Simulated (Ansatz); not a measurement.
The system is RuS.

```
Ru S
1.0
     0.00000    2.76430    2.76430
     2.76430    0.00000    2.76430
     2.76430    2.76430    0.00000
Ru S
1 1
Direct
  0.00000 0.00000 0.00000
  0.25000 0.25000 0.25000
```

The cell comes from a database or a generator and needn't be the stable form of this composition.

Program: Ansatz 0.2.0. Alike in all runs: task single point; potentials or basis Ansatz PAW; cell as given; k mesh 6 × 6 × 6; smearing gaussian 0.05 eV.

Order these runs on this cell by their pressure, lowest first.
A. level r2SCAN+U; spin off; U Ru d U = 4 eV; cutoff (eV) 500
B. level PBEsol+U; spin collinear, ferromagnetic start; U Ru d U = 2 eV; fixed moment (μB) 2; cutoff (eV) 420
C. level PBEsol+U; spin collinear, random start; U Ru d U = 7 eV; cutoff (eV) 420

A (-18.1 GPa), B (-11.2 GPa), C (2.9 GPa).

Caveats: the PAW data sets come from PBE, with cores solved anew for the run's functional, which leaves a small shift of forces and pressure; the magnetic or orbital state may not be the lowest (some runs); U without spin polarisation on a metal has little footing (some runs); the total moment is fixed, so each spin has its own Fermi level (some runs); the thresholds are loose for stress (some runs).
